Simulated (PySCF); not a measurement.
# C2H6BiBr (BiMe2Br): levels of theory compared

Wanted: a comparison of 6 runs (HF/def2-SVP, PBE0/def2-SVP, SVWN5/def2-SVP, TPSS/def2-SVP, PBE/def2-TZVP, CCSD/def2-SVP) of C2H6BiBr (BiMe2Br). 

The results are computed with PySCF 2.14.0.

### 1 The molecule

The species is C2H6BiBr (10 atoms), meant as a singlet with charge 0. SMILES: `[CH3][Bi]([CH3])[Br]`. Geometry: a GFN2-xTB relaxation, a rough one for these elements and not checked as a minimum.

Bond lengths: Bi1–C2 2.260 Å, Bi1–C6 2.262 Å, Bi1–Br10 2.613 Å, C2–H3 1.081 Å, C2–H4 1.082 Å, C2–H5 1.082 Å, C6–H7 1.082 Å, C6–H8 1.080 Å, C6–H9 1.082 Å. Some angles: C2–Bi1–C6 91.6°, C2–Bi1–Br10 91.7°, C6–Bi1–Br10 91.5°, Bi1–C2–H3 109.5°, Bi1–C2–H4 110.6°, Bi1–C2–H5 108.9°, Bi1–C6–H7 110.3°, Bi1–C6–H8 109.4°, Bi1–C6–H9 109.3°, H3–C2–H4 109.2°.

### 2 Energy and forces at HF/def2-SVP (core potential) (run 1)

Input file run.py:

```python
from pyscf import gto

system = gto.M(
    atom='''
Bi    -0.587043    -1.028540     2.426257
C      2.944968    -1.032055     0.025984
H      2.435668    -1.268611    -1.938179
H      4.195286    -2.550733     0.585059
H      3.905081     0.758631     0.257381
C     -2.352180     2.045402     0.037813
H     -4.363056     2.154288     0.393384
H     -2.039846     1.633460    -1.937196
H     -1.484210     3.839186     0.497811
Br    -2.654668    -4.550990    -0.348295
''',
    unit='bohr',
    verbose=4,
    max_memory=1860,
    charge=0,
    basis='def2-svp',
    spin=0,
    ecp={'Bi': 'def2-svp'},
)

myscf = system.RHF()
myscf.conv_tol = 1e-10
myscf.kernel()
if not myscf.converged:
    myscf = myscf.newton().run(myscf.mo_coeff, myscf.mo_occ)

energy = myscf.e_tot
print(f'total energy: {energy:.8f} hartree')
grad = myscf.nuc_grad_method().kernel()
dip = myscf.dip_moment()
pop, q = myscf.mulliken_pop()
```

The run is started by

```sh
$ OMP_NUM_THREADS=1 python run.py
```

The log of the run:

```text
PySCF version 2.14.0

[... 68 lines left out ...]
converged SCF energy = -2864.84992845623
total energy: -2864.84992846 hartree
[... 11 lines left out ...]
Dipole moment(X, Y, Z, Debye):  1.77470,  3.01983,  2.01206
[... 88 lines left out ...]
pop of  9 Br 4s           1.32826
pop of  9 Br 5s           0.65529
pop of  9 Br 2px          1.99905
pop of  9 Br 2py          1.99899
pop of  9 Br 2pz          1.99902
pop of  9 Br 3px          1.99588
pop of  9 Br 3py          1.99536
pop of  9 Br 3pz          1.99557
pop of  9 Br 4px          0.78468
pop of  9 Br 4py          0.73538
pop of  9 Br 4pz          0.75487
pop of  9 Br 5px          1.10959
pop of  9 Br 5py          1.02676
pop of  9 Br 5pz          1.06468
pop of  9 Br 3dxy         1.64573
pop of  9 Br 3dyz         1.64561
pop of  9 Br 3dz^2        1.64571
pop of  9 Br 3dxz         1.64591
pop of  9 Br 3dx2-y2      1.64571
pop of  9 Br 4dxy         0.34584
pop of  9 Br 4dyz         0.34605
pop of  9 Br 4dz^2        0.34583
pop of  9 Br 4dxz         0.34564
pop of  9 Br 4dx2-y2      0.34582
pop of  9 Br 5dxy         0.01285
pop of  9 Br 5dyz         0.01570
pop of  9 Br 5dz^2        0.01055
pop of  9 Br 5dxz         0.01157
pop of  9 Br 5dx2-y2      0.01117
 ** Mulliken atomic charges  **
charge of    0Bi =      0.77145
charge of    1C =     -0.37580
charge of    2H =      0.08594
charge of    3H =      0.07395
charge of    4H =      0.05937
charge of    5C =     -0.37411
charge of    6H =      0.07627
charge of    7H =      0.08284
charge of    8H =      0.05892
charge of    9Br =     -0.45883
```

It took 21 s on 1 thread of Intel Xeon at 2.70GHz, shared host; peak memory 0.29 GiB.

### 3 Energy and gradient at PBE0/def2-SVP (core potential) (run 2)

Input file input.py:

```python
from pyscf import gto, dft

system = gto.Mole()
system.atom = [
    ('Bi', (-0.310650, -0.544280, 1.283920)),
    ('C', (1.558410, -0.546140, 0.013750)),
    ('H', (1.288900, -0.671320, -1.025640)),
    ('H', (2.220050, -1.349790, 0.309600)),
    ('H', (2.066480, 0.401450, 0.136200)),
    ('C', (-1.244720, 1.082380, 0.020010)),
    ('H', (-2.308830, 1.140000, 0.208170)),
    ('H', (-1.079440, 0.864390, -1.025120)),
    ('H', (-0.785410, 2.031610, 0.263430)),
    ('Br', (-1.404790, -2.408280, -0.184310)),
]
system.spin = 0
system.verbose = 4
system.charge = 0
system.basis = 'def2-svp'
system.max_memory = 1860
system.ecp = {'Bi': 'def2-svp'}
system.build()

mf = dft.RKS(system)
mf.xc = 'pbe0'
mf.conv_tol = 1e-10
mf.grids.level = 5
mf.kernel()
if not mf.converged:
    mf = mf.newton().run(mf.mo_coeff, mf.mo_occ)

energy = mf.e_tot
print(f'total energy: {energy:.8f} hartree')
grad = mf.nuc_grad_method().kernel()
dip = mf.dip_moment()
pop, q = mf.mulliken_pop()
```

The run is started by

```sh
$ OMP_NUM_THREADS=1 python input.py
```

The log of the run:

```text
PySCF version 2.14.0

[... 81 lines left out ...]
converged SCF energy = -2867.87542454484
total energy: -2867.87542454 hartree
[... 12 lines left out ...]
Dipole moment(X, Y, Z, Debye):  1.56013,  2.65645,  1.76315
[... 88 lines left out ...]
pop of  9 Br 4s           1.42427
pop of  9 Br 5s           0.55930
pop of  9 Br 2px          1.99894
pop of  9 Br 2py          1.99887
pop of  9 Br 2pz          1.99891
pop of  9 Br 3px          1.99285
pop of  9 Br 3py          1.99218
pop of  9 Br 3pz          1.99246
pop of  9 Br 4px          0.80434
pop of  9 Br 4py          0.75112
pop of  9 Br 4pz          0.77246
pop of  9 Br 5px          1.07211
pop of  9 Br 5py          0.97714
pop of  9 Br 5pz          1.02032
pop of  9 Br 3dxy         1.63973
pop of  9 Br 3dyz         1.63959
pop of  9 Br 3dz^2        1.63968
pop of  9 Br 3dxz         1.63990
pop of  9 Br 3dx2-y2      1.63970
pop of  9 Br 4dxy         0.34850
pop of  9 Br 4dyz         0.34867
pop of  9 Br 4dz^2        0.34855
pop of  9 Br 4dxz         0.34836
pop of  9 Br 4dx2-y2      0.34852
pop of  9 Br 5dxy         0.01581
pop of  9 Br 5dyz         0.01818
pop of  9 Br 5dz^2        0.01435
pop of  9 Br 5dxz         0.01463
pop of  9 Br 5dx2-y2      0.01473
 ** Mulliken atomic charges  **
charge of    0Bi =      0.60860
charge of    1C =     -0.36458
charge of    2H =      0.09074
charge of    3H =      0.08271
charge of    4H =      0.06983
charge of    5C =     -0.36349
charge of    6H =      0.08474
charge of    7H =      0.08840
charge of    8H =      0.06939
charge of    9Br =     -0.36633
```

Wall time 69 s (1 thread of Intel Xeon at 2.70GHz, shared host); peak memory 1.2 GiB.

### 4 Energy and gradient at SVWN5/def2-SVP (core potential) (run 3)

Input file calc.py:

```python
from pyscf import gto, dft

mol = gto.M(
    atom='''
Bi      -0.310650      -0.544280       1.283920
C        1.558410      -0.546140       0.013750
H        1.288900      -0.671320      -1.025640
H        2.220050      -1.349790       0.309600
H        2.066480       0.401450       0.136200
C       -1.244720       1.082380       0.020010
H       -2.308830       1.140000       0.208170
H       -1.079440       0.864390      -1.025120
H       -0.785410       2.031610       0.263430
Br      -1.404790      -2.408280      -0.184310
''',
    verbose=4,
    max_memory=1860,
    ecp={'Bi': 'def2-svp'},
    basis='def2-svp',
)

myscf = dft.RKS(mol, xc='svwn')
myscf.grids.level = 5
myscf.conv_tol = 1e-10
myscf.kernel()
if not myscf.converged:
    myscf = myscf.newton().run(myscf.mo_coeff, myscf.mo_occ)

energy = myscf.e_tot
print('E(%s) = %.9f' % ('SVWN5', energy))
grad = myscf.nuc_grad_method().kernel()
myscf.analyze()
```

The run is started by

```sh
$ OMP_NUM_THREADS=1 python calc.py
```

The log of the run:

```text
PySCF version 2.14.0

[... 105 lines left out ...]
Total Energy =                       -2863.679227945473031
[... 12 lines left out ...]
MO #6   energy= -9.78519047936578  occ= 2
[... 10 lines left out ...]
MO #17  energy= -2.46068407191853  occ= 2
[... 10 lines left out ...]
MO #28  energy= -0.606675715189481 occ= 2
[... 10 lines left out ...]
MO #39  energy= -0.0860425343465361 occ= 0
[... 10 lines left out ...]
MO #50  energy= 0.245221558904344  occ= 0
[... 10 lines left out ...]
MO #61  energy= 0.494026614952233  occ= 0
[... 10 lines left out ...]
MO #72  energy= 0.643460385545947  occ= 0
[... 10 lines left out ...]
MO #83  energy= 1.22435230435567   occ= 0
[... 10 lines left out ...]
MO #94  energy= 1.89012994414493   occ= 0
[... 10 lines left out ...]
MO #105 energy= 2.84281136181901   occ= 0
[... 10 lines left out ...]
MO #116 energy= 54.2647639129476   occ= 0
[... 90 lines left out ...]
pop of  9 Br 5s           0.01912
pop of  9 Br 2px          1.99999
pop of  9 Br 2py          1.99999
pop of  9 Br 2pz          1.99999
pop of  9 Br 3px          1.99973
pop of  9 Br 3py          1.99969
pop of  9 Br 3pz          1.99970
pop of  9 Br 4px          1.93129
pop of  9 Br 4py          1.84841
pop of  9 Br 4pz          1.88157
pop of  9 Br 5px          0.01038
pop of  9 Br 5py          0.01431
pop of  9 Br 5pz          0.01160
pop of  9 Br 3dxy         1.99984
pop of  9 Br 3dyz         1.99983
pop of  9 Br 3dz^2        1.99985
pop of  9 Br 3dxz         1.99985
pop of  9 Br 3dx2-y2      1.99985
pop of  9 Br 4dxy         0.01336
pop of  9 Br 4dyz         0.01749
pop of  9 Br 4dz^2        0.00965
pop of  9 Br 4dxz         0.00986
pop of  9 Br 4dx2-y2      0.01082
pop of  9 Br 5dxy         0.00105
pop of  9 Br 5dyz         0.00125
pop of  9 Br 5dz^2        0.00090
pop of  9 Br 5dxz         0.00085
pop of  9 Br 5dx2-y2      0.00099
 ** Mulliken atomic charges  **
charge of    0Bi =      2.30111
charge of    1C =     -1.14082
charge of    2H =      0.13329
charge of    3H =      0.12332
charge of    4H =      0.11701
charge of    5C =     -1.13349
charge of    6H =      0.12467
charge of    7H =      0.13181
charge of    8H =      0.11714
charge of    9Br =     -0.77404
Dipole moment(X, Y, Z, Debye):  1.46560,  2.49809,  1.45434
```

Wall time 47 s (1 thread of Intel Xeon at 2.70GHz, shared host); peak memory 0.69 GiB.

Runs 4 to 5 aren't shown in full; the table further down has their settings and results.

### 5 A single-point energy at CCSD/def2-SVP (core potential) (run 6)

Input file job.py:

```python
from pyscf import gto, cc

system = gto.Mole()
system.atom = [
    ('Bi', (-0.310650, -0.544280, 1.283920)),
    ('C', (1.558410, -0.546140, 0.013750)),
    ('H', (1.288900, -0.671320, -1.025640)),
    ('H', (2.220050, -1.349790, 0.309600)),
    ('H', (2.066480, 0.401450, 0.136200)),
    ('C', (-1.244720, 1.082380, 0.020010)),
    ('H', (-2.308830, 1.140000, 0.208170)),
    ('H', (-1.079440, 0.864390, -1.025120)),
    ('H', (-0.785410, 2.031610, 0.263430)),
    ('Br', (-1.404790, -2.408280, -0.184310)),
]
system.basis = 'def2-svp'
system.ecp = {'Bi': 'def2-svp'}
system.verbose = 3
system.max_memory = 1860
system.spin = 0
system.charge = 0
system.build()

myscf = system.RHF()
myscf.conv_tol = 1e-10
myscf.kernel()
if not myscf.converged:
    myscf = myscf.newton().run(myscf.mo_coeff, myscf.mo_occ)

mycc = cc.CCSD(myscf, frozen=15)
mycc.kernel()
energy = mycc.e_tot
print('E(%s) = %.9f' % ('CCSD', energy))
dip = myscf.dip_moment()
pop, q = myscf.mulliken_pop()
```

The run is started by

```sh
$ OMP_NUM_THREADS=1 python job.py
```

The log of the run:

```text
converged SCF energy = -2864.84992845852
[... 2 lines left out ...]
Dipole moment(X, Y, Z, Debye):  1.77470,  3.01983,  2.01206
[... 88 lines left out ...]
pop of  9 Br 4s           1.32826
pop of  9 Br 5s           0.65529
pop of  9 Br 2px          1.99905
pop of  9 Br 2py          1.99899
pop of  9 Br 2pz          1.99902
pop of  9 Br 3px          1.99588
pop of  9 Br 3py          1.99536
pop of  9 Br 3pz          1.99557
pop of  9 Br 4px          0.78468
pop of  9 Br 4py          0.73538
pop of  9 Br 4pz          0.75487
pop of  9 Br 5px          1.10959
pop of  9 Br 5py          1.02676
pop of  9 Br 5pz          1.06468
pop of  9 Br 3dxy         1.64573
pop of  9 Br 3dyz         1.64561
pop of  9 Br 3dz^2        1.64571
pop of  9 Br 3dxz         1.64591
pop of  9 Br 3dx2-y2      1.64571
pop of  9 Br 4dxy         0.34584
pop of  9 Br 4dyz         0.34605
pop of  9 Br 4dz^2        0.34583
pop of  9 Br 4dxz         0.34564
pop of  9 Br 4dx2-y2      0.34582
pop of  9 Br 5dxy         0.01285
pop of  9 Br 5dyz         0.01570
pop of  9 Br 5dz^2        0.01055
pop of  9 Br 5dxz         0.01157
pop of  9 Br 5dx2-y2      0.01117
 ** Mulliken atomic charges  **
charge of    0Bi =      0.77145
charge of    1C =     -0.37580
charge of    2H =      0.08594
charge of    3H =      0.07395
charge of    4H =      0.05937
charge of    5C =     -0.37411
charge of    6H =      0.07627
charge of    7H =      0.08284
charge of    8H =      0.05892
charge of    9Br =     -0.45883
```

Wall time 72 s (1 thread of Intel Xeon at 2.70GHz, shared host); peak memory 1.2 GiB.

### 6 The series

```csv
run,level,integration grid,task,energy (Eh),dipole moment (D) of the reference,HOMO energy (eV),LUMO energy (eV),wall time
1,HF/def2-SVP (core potential),–,gradient,-2864.849928,4.04,-9.32,1.62,21 s
2,PBE0/def2-SVP (core potential),5,gradient,-2867.875425,3.55,-7.00,-1.40,69 s
3,SVWN5/def2-SVP (core potential),5,gradient,-2863.679228,3.24,-6.01,-2.34,47 s
4,TPSS/def2-SVP (core potential),5,gradient,-2868.142358,3.44,-5.97,-2.05,1.8 min
5,PBE/def2-TZVP (core potential),5,gradient,-2868.212724,3.36,-6.04,-2.26,3.5 min
6,CCSD/def2-SVP (core potential),–,energy,-2865.534076,4.04,-9.32,1.62,72 s
```

### 7 What came out

| quantity | value |
| --- | --- |
| run 6: total energy | -2865.53408 Eh |
| run 6: dipole moment (Hartree–Fock density) | 4.04 D |
| run 6: HOMO energy (Hartree–Fock orbitals) | -9.32 eV |
| run 6: LUMO energy (Hartree–Fock orbitals) | 1.62 eV |
| run 6: HOMO–LUMO gap (Hartree–Fock orbitals) | 10.94 eV |
| run 6: correlation energy (15 core orbitals frozen) | -684.1 mEh |
| run 6: T1 diagnostic | 0.009 |

What this shows: Over runs 1, 2, 3, 4, 5 the dipole moment (its size) runs from 3.24 D (SVWN5/def2-SVP) to 4.04 D (HF/def2-SVP). Over runs 1, 2, 3, 4, 5 the HOMO–LUMO gap runs from 3.66 eV (SVWN5/def2-SVP) to 10.94 eV (HF/def2-SVP). Exact exchange widens orbital gaps. Totals of different functionals can't be ranked against each other. All runs together took 8.8 min, the longest 3.5 min.
